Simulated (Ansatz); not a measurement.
# AsH3Si: the cost of one run

Program: Ansatz 0.2.0, Gaussian basis. Level of theory: cc-pVDZ, all electrons in the functionals, frozen cores in the correlation of double hybrids and RPA. These are calculated values, not measurements.

Plan: wB97M-V, B2PLYP, RPA-PBE, at charge 0, triplet; charge 0, singlet; charge 0, quintet; charge 1, doublet; charge 1, quartet; displaced geometry v1; displaced geometry v2.

22 further runs of the same task are left out: 8 that didn't finish, 14 set aside as unsound or not needed.

## 1. The geometry

The geometry is a PBE0/def2-TZVP stationary point (not a proven minimum). No spin-orbit coupling is included. The filled d shell of As may be among the frozen orbitals whatever the setting's name suggests; the logs give the count.

5 atoms, charge 0, spin multiplicity 3.

Atoms are counted from 1 here; the program's logs count them from 0.

Bond lengths: Si1–As2 2.358 Å, Si1–H3 1.494 Å, Si1–H4 1.494 Å, As2–H5 1.526 Å. Angles: As2–Si1–H3 110.1°, As2–Si1–H4 110.1°, H3–Si1–H4 107.4°, Si1–As2–H5 94.0°.

No dispersion term is added; wB97M-V holds VV10 nonlocal correlation.

The geometry shown and the zero of energy belong to the point charge 0, triplet. The yardstick, UCCSDT(Q), and other wave-function levels (R restricted, U unrestricted, valence and pair active spaces) come from earlier runs.

## 2. wB97M-V, charge 0, triplet

Contents of in.yaml:

```yaml
crystal:
  periodic: [false, false, false]
  atoms:
    - {symbol: Si, position_ang: [0.000000, -0.118182, 1.675460]}
    - {symbol: As, position_ang: [0.000000, 0.048814, -0.676359]}
    - {symbol: H, position_ang: [-1.203885, 0.563494, 2.239718]}
    - {symbol: H, position_ang: [1.203884, 0.563498, 2.239718]}
    - {symbol: H, position_ang: [0.000003, -1.462319, -0.890139]}
basis:
  gaussian: {orbitals: cc-pVDZ}
magnetization: {spin_polarized: true, initial_magnetization: 2}
hamiltonian: {xc: {name: wB97M-V}}
output: {forces: true, orbitals: {seedname: orbitals}}
```

Command:

```console
$ ansatz run in.yaml --threads 1 --pin off --events-out ev --progress --plain --max-ram 2393MiB
```

What time and memory should one allow on 1 thread of Arm Neoverse V2, shared host?

About 12 s, with a peak of 0.26 GiB.
